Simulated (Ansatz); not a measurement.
# Si23BHO48 defect cell: relaxing the atoms

The task, for Si23BHO48 defect cell: one run (relaxing the atoms).

Program: Ansatz 0.2.0. Level of theory: DFT PBE+D3(BJ), scalar-relativistic, plane waves, PAW. These are calculated values, not measurements.

## Step 1: The system as given

The structure is triclinic, space group P1 (No. 1). Conventional cell: a = 9.832 Å, b = 9.832 Å, c = 10.818 Å, α = 90.00°, β = 90.00°, γ = 120.00°. Around Si (site symmetry 1) lie 4 O at 1.61 Å. Around O (site symmetry 1) lie 2 Si at 1.61 Å. Only part of the 73 independent sites is listed.

Coordinates:

```
CELL_PARAMETERS angstrom
9.83160 0.00000 0.00000
-4.91580 8.51442 0.00000
0.00000 0.00000 10.81820
ATOMIC_POSITIONS crystal
Si 0.26515 0.00000 0.16667
Si 0.00000 0.26515 0.33333
Si 0.23485 0.23485 0.00000
O 0.07310 0.20710 0.44050
O 0.29290 0.36600 0.10717
O 0.13400 0.42690 0.27383
O 0.20710 0.07310 0.05950
O 0.36600 0.29290 0.39283
O 0.42690 0.13400 0.22617
Si 0.26515 0.00000 0.66667
Si 0.00000 0.26515 0.83333
Si 0.23485 0.23485 0.50000
O 0.07310 0.20710 0.94050
O 0.29290 0.36600 0.60717
O 0.13400 0.42690 0.77383
O 0.20710 0.07310 0.55950
O 0.36600 0.29290 0.89283
O 0.42690 0.13400 0.72617
Si 0.26515 0.50000 0.16667
Si 0.00000 0.76515 0.33333
Si 0.23485 0.73485 0.00000
O 0.07310 0.70710 0.44050
O 0.29290 0.86600 0.10717
O 0.13400 0.92690 0.27383
O 0.20710 0.57310 0.05950
O 0.36600 0.79290 0.39283
O 0.42690 0.63400 0.22617
B 0.26515 0.50000 0.66667
Si 0.00000 0.76515 0.83333
Si 0.23485 0.73485 0.50000
O 0.07310 0.70710 0.94050
O 0.29290 0.86600 0.60717
O 0.13400 0.92690 0.77383
O 0.20710 0.57310 0.55950
O 0.36600 0.79290 0.89283
O 0.42690 0.63400 0.72617
Si 0.76515 0.00000 0.16667
Si 0.50000 0.26515 0.33333
Si 0.73485 0.23485 0.00000
O 0.57310 0.20710 0.44050
O 0.79290 0.36600 0.10717
O 0.63400 0.42690 0.27383
O 0.70710 0.07310 0.05950
O 0.86600 0.29290 0.39283
O 0.92690 0.13400 0.22617
Si 0.76515 0.00000 0.66667
Si 0.50000 0.26515 0.83333
Si 0.73485 0.23485 0.50000
O 0.57310 0.20710 0.94050
O 0.79290 0.36600 0.60717
O 0.63400 0.42690 0.77383
O 0.70710 0.07310 0.55950
O 0.86600 0.29290 0.89283
O 0.92690 0.13400 0.72617
Si 0.76515 0.50000 0.16667
Si 0.50000 0.76515 0.33333
Si 0.73485 0.73485 0.00000
O 0.57310 0.70710 0.44050
O 0.79290 0.86600 0.10717
O 0.63400 0.92690 0.27383
O 0.70710 0.57310 0.05950
O 0.86600 0.79290 0.39283
O 0.92690 0.63400 0.22617
Si 0.76515 0.50000 0.66667
Si 0.50000 0.76515 0.83333
Si 0.73485 0.73485 0.50000
O 0.57310 0.70710 0.94050
O 0.79290 0.86600 0.60717
O 0.63400 0.92690 0.77383
O 0.70710 0.57310 0.55950
O 0.86600 0.79290 0.89283
O 0.92690 0.63400 0.72617
H 0.51379 0.63777 0.67895
```

The structure rests on an entry of the Crystallography Open Database; cell or positions may have been set otherwise for this series.

## Step 2: Relaxing the atoms: Si23BHO48 defect cell, no spin

File input.yaml:

```yaml
crystal:
  lattice:
    - [9.8316, 0.0, 0.0]
    - [-4.9158, 8.51441536, 0.0]
    - [0.0, 0.0, 10.8182]
  atoms:
    - { symbol: Si, position: [0.26515, 0.0, 0.16666667] }
    - { symbol: Si, position: [0.0, 0.26515, 0.33333333] }
    - { symbol: Si, position: [0.23485, 0.23485, 0.0] }
    - { symbol: O, position: [0.0731, 0.2071, 0.4405] }
    - { symbol: O, position: [0.2929, 0.366, 0.10716667] }
    - { symbol: O, position: [0.134, 0.4269, 0.27383333] }
    - { symbol: O, position: [0.2071, 0.0731, 0.0595] }
    - { symbol: O, position: [0.366, 0.2929, 0.39283333] }
    - { symbol: O, position: [0.4269, 0.134, 0.22616667] }
    - { symbol: Si, position: [0.26515, 0.0, 0.66666667] }
    - { symbol: Si, position: [0.0, 0.26515, 0.83333333] }
    - { symbol: Si, position: [0.23485, 0.23485, 0.5] }
    - { symbol: O, position: [0.0731, 0.2071, 0.9405] }
    - { symbol: O, position: [0.2929, 0.366, 0.60716667] }
    - { symbol: O, position: [0.134, 0.4269, 0.77383333] }
    - { symbol: O, position: [0.2071, 0.0731, 0.5595] }
    - { symbol: O, position: [0.366, 0.2929, 0.89283333] }
    - { symbol: O, position: [0.4269, 0.134, 0.72616667] }
    - { symbol: Si, position: [0.26515, 0.5, 0.16666667] }
    - { symbol: Si, position: [0.0, 0.76515, 0.33333333] }
    - { symbol: Si, position: [0.23485, 0.73485, 0.0] }
    - { symbol: O, position: [0.0731, 0.7071, 0.4405] }
    - { symbol: O, position: [0.2929, 0.866, 0.10716667] }
    - { symbol: O, position: [0.134, 0.9269, 0.27383333] }
    - { symbol: O, position: [0.2071, 0.5731, 0.0595] }
    - { symbol: O, position: [0.366, 0.7929, 0.39283333] }
    - { symbol: O, position: [0.4269, 0.634, 0.22616667] }
    - { symbol: B, position: [0.26515, 0.5, 0.66666667] }
    - { symbol: Si, position: [0.0, 0.76515, 0.83333333] }
    - { symbol: Si, position: [0.23485, 0.73485, 0.5] }
    - { symbol: O, position: [0.0731, 0.7071, 0.9405] }
    - { symbol: O, position: [0.2929, 0.866, 0.60716667] }
    - { symbol: O, position: [0.134, 0.9269, 0.77383333] }
    - { symbol: O, position: [0.2071, 0.5731, 0.5595] }
    - { symbol: O, position: [0.366, 0.7929, 0.89283333] }
    - { symbol: O, position: [0.4269, 0.634, 0.72616667] }
    - { symbol: Si, position: [0.76515, 0.0, 0.16666667] }
    - { symbol: Si, position: [0.5, 0.26515, 0.33333333] }
    - { symbol: Si, position: [0.73485, 0.23485, 0.0] }
    - { symbol: O, position: [0.5731, 0.2071, 0.4405] }
    - { symbol: O, position: [0.7929, 0.366, 0.10716667] }
    - { symbol: O, position: [0.634, 0.4269, 0.27383333] }
    - { symbol: O, position: [0.7071, 0.0731, 0.0595] }
    - { symbol: O, position: [0.866, 0.2929, 0.39283333] }
    - { symbol: O, position: [0.9269, 0.134, 0.22616667] }
    - { symbol: Si, position: [0.76515, 0.0, 0.66666667] }
    - { symbol: Si, position: [0.5, 0.26515, 0.83333333] }
    - { symbol: Si, position: [0.73485, 0.23485, 0.5] }
    - { symbol: O, position: [0.5731, 0.2071, 0.9405] }
    - { symbol: O, position: [0.7929, 0.366, 0.60716667] }
    - { symbol: O, position: [0.634, 0.4269, 0.77383333] }
    - { symbol: O, position: [0.7071, 0.0731, 0.5595] }
    - { symbol: O, position: [0.866, 0.2929, 0.89283333] }
    - { symbol: O, position: [0.9269, 0.134, 0.72616667] }
    - { symbol: Si, position: [0.76515, 0.5, 0.16666667] }
    - { symbol: Si, position: [0.5, 0.76515, 0.33333333] }
    - { symbol: Si, position: [0.73485, 0.73485, 0.0] }
    - { symbol: O, position: [0.5731, 0.7071, 0.4405] }
    - { symbol: O, position: [0.7929, 0.866, 0.10716667] }
    - { symbol: O, position: [0.634, 0.9269, 0.27383333] }
    - { symbol: O, position: [0.7071, 0.5731, 0.0595] }
    - { symbol: O, position: [0.866, 0.7929, 0.39283333] }
    - { symbol: O, position: [0.9269, 0.634, 0.22616667] }
    - { symbol: Si, position: [0.76515, 0.5, 0.66666667] }
    - { symbol: Si, position: [0.5, 0.76515, 0.83333333] }
    - { symbol: Si, position: [0.73485, 0.73485, 0.5] }
    - { symbol: O, position: [0.5731, 0.7071, 0.9405] }
    - { symbol: O, position: [0.7929, 0.866, 0.60716667] }
    - { symbol: O, position: [0.634, 0.9269, 0.77383333] }
    - { symbol: O, position: [0.7071, 0.5731, 0.5595] }
    - { symbol: O, position: [0.866, 0.7929, 0.89283333] }
    - { symbol: O, position: [0.9269, 0.634, 0.72616667] }
    - { symbol: H, position: [0.51379448, 0.63777284, 0.67895465] }
scf:
  occupations: { method: gaussian, width: 0.02 }
output:
  forces: true
  stress: false
  eigenvalues: true
  write_density: true
  write_potential: true
  elf: true
  volumetric_format: npy
kpoints:
  mp_grid: { grid: [1, 1, 1] }
hamiltonian:
  xc: pbe
  dispersion: d3bj
relax:
  f_tol: 0.01
  max_steps: 150
```

Started as:

```
ansatz run input.yaml --threads 8 --pin off --max-ram 24576MiB --backend cpu --events-out ev --progress --plain --runs-dir out
```

Log:

```text
Warning: RAYON_NUM_THREADS=8 ignored (pool sized by the plan → 8); use --threads N
Engine: ansatz 0.2.0, x86_64-unknown-linux-gnu
Pseudopotentials: kind: paw
Pseudopotential: Si, paw, valence charge 4, recommended cutoff 420 eV (normal), Si.paw.azcp
Pseudopotential: O, paw, valence charge 6, recommended cutoff 420 eV (normal), O.paw.azcp
Pseudopotential: B, paw, valence charge 3, recommended cutoff 420 eV (normal), B.paw.azcp
Pseudopotential: H, paw, valence charge 1, recommended cutoff 420 eV (normal), H.paw.azcp
Functional definition: PBE
  parameter kappa = 0.804
  parameter beta = 0.06672455060314922
  exchange = pbe_x(kappa = kappa, mu = beta*pi^2/3)
  correlation = pbe_c(beta = beta)
Crystal: 73 atoms, lattice volume = 905.595 Å³
Basis set: ecut = 420 eV, 17821 PW (Γ), exchange–correlation on 144×144×150 points (8 copies of the dense FFT grid, shifted against one another)
Bands: 265, of which v1, the nominal top of the filled ones, is band 192 counted from 1 (191 counted from 0)
Symmetry: 1 space group operations
Space group: P1 (ITA 1), of the structure as read, at distance tolerance 9.7e-5 Å
k-points: 1
Non-local potential: Si, projectors of the file, l = 0: 2, l = 1: 2, l = 2: 2
Non-local potential: O, projectors of the file, l = 0: 2, l = 1: 2, l = 2: 1
Non-local potential: B, projectors of the file, l = 0: 2, l = 1: 2, l = 2: 1
Non-local potential: H, projectors of the file, l = 0: 2, l = 1: 1
PAW form: soft (Blöchl's): semilocal exchange-correlation on the pseudo side does not see the compensation charge
PAW one-centre angular grid: Si, 110 points (default); XC on 64 Gauss nodes
PAW one-centre angular grid: O, 110 points (default); XC on 64 Gauss nodes
PAW one-centre angular grid: B, 110 points (default); XC on 64 Gauss nodes
PAW one-centre angular grid: H, 110 points (default); XC on 64 Gauss nodes
Initial density: superposition of atomic densities (neutral atoms: chi_scale 0, normalization atom), corrected by the library's trained network
Initial wavefunctions: pseudopotential atomic-orbital guess
Functional: x = pbe(κ = 0.804, μ = 0.2195149727645171), c = pbe(β = 0.06672455060314922)
SCF iter   1: F=—  HF=-42119.472709 eV  |F-HF|=—  |Δ(HF+E_count)|=         —  Δρ=1.65e-3  dr2=2.82e-2  ethr=1.77e-3  ⟨swp⟩=6.0  Hψ=1187  notcnv=0  defer=34
preconditioner: auto → Resta (q_TF=auto, 2.365 Å⁻¹)  ε∞=3.0  [insulator: Δε(μ)=4.914 eV  Ē_g=16.960 eV  σ=0.020 eV  W_gap=1.00  n_scr=212 (ndim 8)  ℏωp=24.2 eV  f_vac=0.113  D(μ)=0.00/eV (n_scr^D=0)  ε∞_Penn≈3.0]
SCF iter   2: F=—  HF=-42119.491528 eV  |F-HF|=—  |Δ(HF+E_count)|=   1.88e-2  Δρ=8.31e-4  dr2=7.32e-3  ethr=7.33e-6  ⟨swp⟩=2.0  Hψ=456  notcnv=0  defer=65
SCF iter   3: F=—  HF=-42119.493839 eV  |F-HF|=—  |Δ(HF+E_count)|=   2.31e-3  Δρ=3.72e-4  dr2=1.37e-3  ethr=1.91e-6  ⟨swp⟩=2.0  Hψ=400  notcnv=0  defer=65
SCF iter   4: F=—  HF=-42119.492959 eV  |F-HF|=—  |Δ(HF+E_count)|=   8.81e-4  Δρ=1.18e-4  dr2=1.61e-4  ethr=3.57e-7  ⟨swp⟩=2.0  Hψ=392  notcnv=0  defer=65
SCF iter   5: F=—  HF=-42119.492967 eV  |F-HF|=—  |Δ(HF+E_count)|=   8.29e-6  Δρ=4.45e-5  dr2=1.82e-5  ethr=4.19e-8  ⟨swp⟩=2.0  Hψ=457  notcnv=0  defer=65
SCF iter   6: F=—  HF=-42119.492975 eV  |F-HF|=—  |Δ(HF+E_count)|=   7.78e-6  Δρ=2.29e-5  dr2=3.59e-6  ethr=4.74e-9  ⟨swp⟩=2.0  Hψ=392  notcnv=0  defer=65
SCF iter   7: F=-42119.492975 eV  HF=-42119.492975 eV  |F-HF|=2.73e-8  |Δ(HF+E_count)|=   2.89e-7  Δρ=8.63e-6  dr2=5.42e-7  ethr=6.51e-10  ⟨swp⟩=21.0  Hψ=2665  notcnv=0
SCF 1 converged in 7 iterations: F = -42119.492975 eV  dr2 = 5.42e-7
relax step   1: F+E_penalty+E_count = -42119.49297495 eV  Δ(F+E_penalty+E_count) = +0.000e0 eV  max|allowed force component| = 3.490e0 eV/Å  Δτ_max = 0.0000 Å  (7 SCF iters, dr2 threshold 2.50e-6 eV, accepted)
[... 11 lines left out ...]
relax step   2: F+E_penalty+E_count = -42121.07900238 eV  Δ(F+E_penalty+E_count) = -1.586e0 eV  max|allowed force component| = 1.833e0 eV/Å  Δτ_max = 0.1688 Å  (6 SCF iters, dr2 threshold 1.00e-4 eV, accepted)
[... 24 lines left out ...]
[... 127 lines left out ...]
    - { symbol: Si, position: [0.23554394261310813, 0.7365272081757868, -0.002983828471889725] }
    - { symbol: O, position: [0.07082385212158854, 0.7003198613774626, 0.44469255501466215] }
    - { symbol: O, position: [0.3036731144849907, 0.8744692210271711, 0.10162272150010912] }
    - { symbol: O, position: [0.14168801399737407, 0.9283102865730162, 0.2756651255553964] }
    - { symbol: O, position: [0.20464238875218466, 0.5730286656872399, 0.05860389201279782] }
    - { symbol: O, position: [0.36597674741931147, 0.7941855297077776, 0.39468523768093144] }
    - { symbol: O, position: [0.43344230321165245, 0.6411711865021619, 0.22247168349169402] }
    - { symbol: B, position: [0.21116575319683772, 0.46200093825756733, 0.6454442705719263] }
    - { symbol: Si, position: [-0.0005667033941821331, 0.7682689894024041, 0.8330030976668498] }
    - { symbol: Si, position: [0.2345422556877013, 0.7272202845250189, 0.5043746948794536] }
    - { symbol: O, position: [0.06949801630259983, 0.7086080409324717, 0.9431069514174888] }
    - { symbol: O, position: [0.29301719982884133, 0.8603702445229928, 0.6122862506714971] }
    - { symbol: O, position: [0.1345423859320553, 0.9328457571278315, 0.7748918290887685] }
    - { symbol: O, position: [0.20854691220519633, 0.5632032071027512, 0.5589773536480778] }
    - { symbol: O, position: [0.36052806741764964, 0.7874408044199768, 0.8835684464995762] }
    - { symbol: O, position: [0.4495219921028226, 0.6291561958153729, 0.7294919936703226] }
    - { symbol: Si, position: [0.7676809011044836, 0.0031386716171926173, 0.16429088144268922] }
    - { symbol: Si, position: [0.4997399161363051, 0.27114206722216316, 0.3352431783050892] }
    - { symbol: Si, position: [0.7383065944657046, 0.2360249641350466, -0.0026597693769042593] }
    - { symbol: O, position: [0.5676555873032304, 0.20396955607069234, 0.4418973531006774] }
    - { symbol: O, position: [0.794843438467779, 0.36116702700919373, 0.11102173165486644] }
    - { symbol: O, position: [0.6392541018995601, 0.4347030797498258, 0.278436451798601] }
    - { symbol: O, position: [0.7082789084615072, 0.06830740254731336, 0.049947143897625] }
    - { symbol: O, position: [0.8651168939175267, 0.2973259773737055, 0.3919628351695282] }
    - { symbol: O, position: [0.9313517940278446, 0.14478956556765368, 0.2176250192792451] }
    - { symbol: Si, position: [0.7656793795443583, -0.0009949894516814918, 0.6662080931121379] }
    - { symbol: Si, position: [0.5006722709682832, 0.26700264253158235, 0.8323051422908804] }
    - { symbol: Si, position: [0.7317830153318008, 0.23172911943445879, 0.49970191166090516] }
    - { symbol: O, position: [0.5739183132151002, 0.20908720148389123, 0.9404315434421892] }
    - { symbol: O, position: [0.7912108924918526, 0.36002381513563175, 0.6117225231027181] }
    - { symbol: O, position: [0.6294936056424852, 0.43461635212414784, 0.7713591590344478] }
    - { symbol: O, position: [0.703569680863721, 0.06624588904277869, 0.5552373502504472] }
    - { symbol: O, position: [0.86913188534433, 0.30387599307593766, 0.8877116885085006] }
    - { symbol: O, position: [0.9297693146222217, 0.13605517117567364, 0.7225778370410844] }
    - { symbol: Si, position: [0.7692833116587594, 0.49952402328899725, 0.16821298006758237] }
    - { symbol: Si, position: [0.5029579777457065, 0.7706942415814501, 0.3329031401685762] }
    - { symbol: Si, position: [0.7377428504470207, 0.7364662824652904, 0.0043889733268708455] }
    - { symbol: O, position: [0.5762812254143651, 0.7096635817642284, 0.4389022277194508] }
    - { symbol: O, position: [0.8013078984877432, 0.8667602742020596, 0.11420890566650464] }
    - { symbol: O, position: [0.6361435493973829, 0.9367190747769887, 0.2736412230018601] }
    - { symbol: O, position: [0.7098352422310834, 0.5704072942720175, 0.05807136359529466] }
    - { symbol: O, position: [0.8721123974449648, 0.7983624134630223, 0.3913170775348808] }
    - { symbol: O, position: [0.9351900246238368, 0.6344024916502247, 0.22465731661336058] }
    - { symbol: Si, position: [0.7664359886241168, 0.5001846750842717, 0.6650231037426769] }
    - { symbol: Si, position: [0.5051038755398081, 0.766184340067709, 0.8361290162698618] }
    - { symbol: Si, position: [0.7383953708834528, 0.735998404912008, 0.4982827831807377] }
    - { symbol: O, position: [0.5721018921423211, 0.7119696568803587, 0.9524144877033933] }
    - { symbol: O, position: [0.7960733855110007, 0.863031777710116, 0.6106301596791424] }
    - { symbol: O, position: [0.6353983298960901, 0.932398211540439, 0.7763444287657484] }
    - { symbol: O, position: [0.707419839986996, 0.5692083443057924, 0.5537849054117505] }
    - { symbol: O, position: [0.8628479734482384, 0.796441269942526, 0.8906236853801812] }
    - { symbol: O, position: [0.9292485114582494, 0.6356317941205208, 0.7246750756849468] }
    - { symbol: H, position: [0.4820517563901455, 0.5517945225924045, 0.7441152971429518] }
```

Run time: 73 s. Hardware: 8 threads of Intel Xeon Platinum 8375C at 2.90GHz (Ice Lake), shared host; peak memory 1.2 GiB.

The steps of the relaxation:

| step | energy from step 1 (eV/cell) | largest force component (eV/Å) |
| --- | --- | --- |
| 1 | 0.0000 | 3.4900 |
| 2 | -1.5860 | 1.8332 |
| 3 | -2.1443 | 1.2667 |
| 4 | -2.2803 | 2.7268 |
| 5 | -2.3703 | 0.3848 |
| 6 | -2.4338 | 0.4287 |
| 7 | -2.4641 | 0.3620 |
| 8 | -2.4994 | 0.2881 |
| 9 | -2.5095 | 0.3051 |
| 10 | -2.5175 | 0.0687 |
| 11 | -2.5175 | 0.0637 |
| 12 | -2.5175 | 0.0691 |
| 13 | -2.5175 | 0.0648 |
| 14 | -2.5184 | 0.0086 |

Step 1 is the start. Steps 11, 13 were tried and not accepted.

Density in a lattice plane of the grid's cell (edges 9.83 and 10.82 Å, at 0.232 of the third edge), which holds Si and O.

Ten even steps from '0' (0.01 e/Å³) to '9' (6.42 e/Å³):
```
1694100100005941001000
1462001321013520012200
0000000110000000001100
0000000000000000000000
1000000000110000000001
0000000000000000000000
0000000000000000000000
0000000000000000000000
0000000000000000000000
0011000000001210000000
0473000100015830001000
1341001220013410013200
0000000110000000001100
0000000000000000000000
1000000000110000000001
1000000000110000000001
0000000000000000000000
0000000000000000000000
0000000000000000000000
0111000000001210000000
```
Columns run along the first of these edges and rows up along the second, over one cell in 22 and 20 even steps from the bottom left corner. Atoms in the plane (fractional): Si at (0.23, 1.00), Si at (0.23, 0.50), O at (0.08, 0.94), Si at (0.74, 1.00), Si at (0.73, 0.50).

ELF in the same plane.

Values, 12 rows by 10 columns:
```
0.71 0.56 0.30 0.82 0.66 0.68 0.63 0.31 0.81 0.59
0.09 0.47 0.04 0.72 0.54 0.10 0.43 0.04 0.72 0.53
0.70 0.07 0.01 0.02 0.39 0.70 0.07 0.01 0.02 0.40
0.54 0.02 0.33 0.03 0.26 0.57 0.02 0.28 0.05 0.26
0.01 0.06 0.43 0.17 0.02 0.01 0.05 0.41 0.16 0.01
0.49 0.76 0.10 0.22 0.09 0.57 0.80 0.10 0.19 0.09
0.70 0.67 0.28 0.81 0.65 0.72 0.69 0.26 0.83 0.65
0.10 0.44 0.03 0.64 0.43 0.09 0.36 0.03 0.72 0.52
0.74 0.07 0.00 0.01 0.51 0.74 0.06 0.01 0.02 0.46
0.69 0.02 0.18 0.03 0.35 0.66 0.02 0.27 0.05 0.37
0.01 0.05 0.32 0.15 0.02 0.01 0.04 0.38 0.16 0.02
0.58 0.81 0.09 0.15 0.08 0.55 0.82 0.10 0.13 0.07
```
Columns run along the first of these edges and rows up along the second, over one cell in 10 and 12 even steps from the bottom left corner. Atoms in the plane (fractional): Si at (0.23, 1.00), Si at (0.23, 0.50), O at (0.08, 0.94), Si at (0.74, 1.00), Si at (0.73, 0.50).

Both are smooth fields of the valence electrons: close to the nuclei they are not physical.

Maxima of ELF outside the ion cores: 0.99 at H; 0.89 beside O, off the lines to its neighbours, 0.7 Å from O; 0.88 on the B–O line, 0.7 Å from B.

## Step 3: Summary of results

| step | energy (eV) | gap on the mesh (eV) | time |
| --- | --- | --- | --- |
| 2 | -42122.011 | 5.66 | 73 s |

**Reading.** The values hold for the settings typed; their convergence was not tested in this session.

The gaps are Kohn-Sham values of a semilocal functional, not quasiparticle or optical gaps. Such gaps usually fall short of the measured ones.
